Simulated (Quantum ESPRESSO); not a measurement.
The system is ZnRe.

```xyz
2
Lattice="2.7482 0.0000 0.0000 -1.3741 2.3800 0.0000 0.0000 0.0000 4.4941" Properties=species:S:1:pos:R:3 pbc="T T T"
Re    0.0000    1.5867    2.2470
Zn    0.0000    0.0000    0.0000
```

The cell comes from a database or a generator and needn't be the stable form of this composition.

| Item | Value |
| --- | --- |
| Program | Quantum ESPRESSO 7.5 |
| Task | single point |
| Functional | PBE |
| Potentials or basis | SSSP 1.3 efficiency PBE |
| Cutoff | 748 eV |
| Density cutoff | 5987 eV |
| k mesh | 11 × 11 × 6 |
| Occupations | fermi-dirac, width 0.05 eV |
| Spin | no spin polarisation |

On this cell: pressure -1.7 GPa; largest force under 0.003 eV/Å; band gap on the k mesh none (metal or under the smearing width).

The same run follows on a disturbed copy (atoms moved at random, drawn with an rms of 0.05 Å):

```xyz
2
Lattice="2.7482 0.0000 0.0000 -1.3741 2.3800 0.0000 0.0000 0.0000 4.4941" Properties=species:S:1:pos:R:3 pbc="T T T"
Re   -0.0196    1.5701    2.3024
Zn    0.0430    0.0045   -0.0412
```

What does the disturbed cell give?

The energy (extrapolated to zero smearing) moves by +24.2 meV/atom; pressure -0.6 GPa; largest force 0.941 eV/Å; band gap on the k mesh none (metal or under the smearing width).

Forces in eV/Å, atoms in the order of the input:
```
Re   0.115  0.034 -0.933
Zn  -0.115 -0.034  0.933
```

Stress tensor (GPa, compression positive):
```
-1.17 -0.55 -0.36
-0.55 -0.77 -0.10
-0.36 -0.10  0.04
```
